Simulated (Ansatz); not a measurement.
# CdSe: properties at the relaxed cell

One table from this session's results is given with a row withheld; the runs are named, their logs left out.

Method: DFT PBE, scalar-relativistic, plane waves, PAW, in Ansatz 0.2.0.

1 further run of the same task is left out (set aside as unsound or not needed).

### Starting point

It takes space group F-43m (No. 216, cubic). Conventional cell: a = 6.197 Å, b = 6.197 Å, c = 6.197 Å, α = 90.00°, β = 90.00°, γ = 90.00°. Cd (site symmetry -43m) has 4 Se at 2.68 Å as nearest neighbours. Around Se (site symmetry -43m) lie 4 Cd at 2.68 Å.

Coordinates:

```xyz
2
Lattice="0.0000 3.0984 3.0984 3.0984 0.0000 3.0984 3.0984 3.0984 0.0000" Properties=species:S:1:pos:R:3 pbc="T T T"
Cd    0.0000    0.0000    0.0000
Se    4.6476    4.6476    4.6476
```

It goes back to an entry of the Materials Project, which need not be the stable form.

It is the result of an earlier relaxation at this level (volume 29.75 Å³/atom; gap on the mesh: 0.49 eV).

The first run:

Contents of input.yaml:

```yaml
crystal:
  lattice:
    - [0.0, 3.0984146614, 3.0984146614]
    - [3.0984146614, 0.0, 3.0984146614]
    - [3.0984146614, 3.0984146614, 0.0]
  atoms:
    - { symbol: Cd, position: [0.0, 0.0, 0.0] }
    - { symbol: Se, position: [0.75, 0.75, 0.75] }
basis:
  ecutwfc: 420
kpoints:
  mp_grid: { grid: [10, 10, 10] }
  band_path:
    path:
      - [[0.0, 0.0, 0.0], [-0.5, -0.5, 0.0], [-0.375, -0.375, 0.25]]
      - [[-0.375, 0.0, 0.375], [0.0, 0.0, 0.0], [0.0, 0.0, 0.5], [-0.5, -0.25, 0.25], [-0.5, -0.5, 0.0]]
    npoints: 14
hamiltonian:
  xc: pbe
scf:
  occupations: { method: gaussian, width: 0.02 }
  n_extra_bands: 6
output:
  forces: true
  stress: true
  eigenvalues: true
  populations: true
  dos: { projected: true, de: 0.02, nscf_kmesh: { grid: [15, 15, 15] } }
  bader: true
  write_density: true
  write_potential: true
  elf: true
  volumetric_format: npy
```

On the command line:

```sh
> ansatz run input.yaml --threads 1 --pin off --max-ram 2560MiB --backend cpu --events-out ev --progress --plain --runs-dir out
```

Steps of the session up to this table: Bands, states and charges; Band edges anywhere in the zone; Eigenvalues a small step from each edge; Back to the database's cell; Point at V/V0 = 0.97; The cell scaled to 1.03 of its volume; Volume × 0.94; Volume × 1.06; Point at V/V0 = 0.91; Point at V/V0 = 1.10; Point at V/V0 = 0.88.

One of the session's tables, all rows but one given; the rest of the session is left out.

It belongs to the step «Fit of the equation of state». 

| volume (Å³/atom) | energy above the lowest point (meV/atom) | pressure (GPa) | gap on the mesh (eV) |
| --- | --- | --- | --- |
| 26.176 | 75.6 | 7.68 | 0.75 |
| 27.068 | 39.8 | 5.23 | 0.69 |
| 27.961 | 16.6 | 3.18 | 0.62 |
| 28.853 | 3.8 | 1.44 | 0.56 |
| 29.745 | 0.0 | -0.02 | 0.49 |
| 30.638 | ? | ? | ? |
| 31.530 | 13.6 | -2.29 | 0.37 |
| 32.720 | 35.0 | -3.42 | 0.30 |

Q: Estimate the row for volume (Å³/atom) = 30.638 from the others.

Worked estimate for «energy above the lowest point (meV/atom)». A straight line through the neighbours (29.745, 0.0) and (31.530, 13.6) gives 0.0 + (13.6 − 0.0) × (30.638 − 29.745) / (31.530 − 29.745) = 6.8; a parabola fitted to 4 rows on both sides gives 3.8.

**Answer.** energy above the lowest point (meV/atom): 3.6; pressure (GPa): -1.25; gap on the mesh (eV): 0.43. In «energy above the lowest point (meV/atom)» the line misses by +3.2 and the parabola by +0.2.
